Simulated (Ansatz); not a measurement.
# CH₂ClNSe: up Jacob's ladder to CCSD(T)

An exercise on one series of results from a longer session: the logs are not shown, and one member is left open.

The runs use Ansatz 0.2.0, Gaussian basis; functionals in def2-TZVPP, the program's frozen cores in correlated methods.

Levels to be run: LDA (SPW92), PBE-D4, revPBE-D4, BLYP-D4, r2SCAN-D4, B97M-V, PBE0-D4, B3LYP-D4, r2SCANh-D4, r2SCAN0-D4, HSE06-D4, BHLYP-D4, CAM-B3LYP-D4, LC-ωPBE, ωB97X-V, ωB97M-V, B2PLYP, PBE-QIDH; CCSD(T)/def2-SVP; CCSD(T)/def2-TZVPP; MP2/def2-QZVPP; extrapolation to the limit; RPA on PBE.

### The relaxed structure

All runs share one geometry, relaxed beforehand with PBE0-D4 in a triple-zeta def2 set.

6 atoms, charge 0, spin multiplicity 1.

Atoms are counted from 1 here; the program's logs count them from 0.

Bond lengths: N1–C2 1.247 Å, N1–H5 1.017 Å, C2–Cl3 1.735 Å, C2–Se4 1.918 Å, Se4–H6 1.465 Å. Angles: C2–N1–H5 113.2°, N1–C2–Cl3 119.3°, N1–C2–Se4 125.7°, Cl3–C2–Se4 114.9°, C2–Se4–H6 95.7°.

Set-up of the first run:

Input file in.yaml:

```yaml
crystal:
  periodic: [false, false, false]
  atoms:
    - {symbol: N, position_ang: [1.357649, -0.272850, -0.656432]}
    - {symbol: C, position_ang: [0.167329, -0.225179, -0.287227]}
    - {symbol: Cl, position_ang: [-1.009415, -1.221516, -1.081950]}
    - {symbol: Se, position_ang: [-0.525246, 0.876098, 1.122153]}
    - {symbol: H, position_ang: [1.966072, 0.348379, -0.128365]}
    - {symbol: H, position_ang: [-1.914190, 0.430967, 0.985720]}
basis:
  gaussian: {orbitals: def2-TZVPP}
hamiltonian: {xc: lda}
output: {orbitals: {seedname: orbitals}}
```

On the command line:

```sh
$ ansatz run in.yaml --threads 2 --pin off --events-out ev --progress --plain --max-ram 4352MiB
```

Steps of the session up to this table: LDA; PBE-D4 (GGA); revPBE-D4 (GGA); BLYP-D4 (GGA); r2SCAN-D4 (meta-GGA); B97M-V (meta-GGA); PBE0-D4 (hybrid); B3LYP-D4 (hybrid); r2SCANh-D4 (hybrid); r2SCAN0-D4 (hybrid); HSE06-D4 (hybrid); BHLYP-D4 (hybrid); CAM-B3LYP-D4 (range-separated); LC-ωPBE (range-separated); ωB97X-V (range-separated); ωB97M-V (range-separated); B2PLYP (double hybrid); PBE-QIDH (double hybrid).

One of the session's tables, all rows but one given; the rest of the session is left out.

It belongs to the step «Orbital energies across the functionals». 

```
  functional  HOMO (eV)  gap (eV)
 LDA (SPW92)      -6.54      4.39
      PBE-D4      -6.36      4.41
   revPBE-D4      -6.30      4.44
     BLYP-D4      -6.20      4.35
   r2SCAN-D4      -6.65      4.86
      B97M-V      -6.67      4.96
     PBE0-D4      -7.52      6.49
    B3LYP-D4          ?         ?
  r2SCANh-D4      -7.07      5.63
  r2SCAN0-D4      -7.71      6.77
    HSE06-D4      -7.12      5.71
    BHLYP-D4      -8.52      8.45
CAM-B3LYP-D4      -8.81      8.87
     LC-ωPBE     -10.17     11.46
     ωB97X-V      -9.81     10.95
     ωB97M-V      -9.66     10.65
```

**Question.** Estimate the row for B3LYP-D4.

Worked estimate for «HOMO (eV)». Against the share of exact exchange, BLYP-D4 (0, -6.20), BHLYP-D4 (0.5, -8.52) give a slope of -4.64 per unit share; at 0.2 the line stands at -7.13.

As computed: HOMO (eV): -7.28; gap (eV): 6.00. In «HOMO (eV)» the line misses by +0.15.
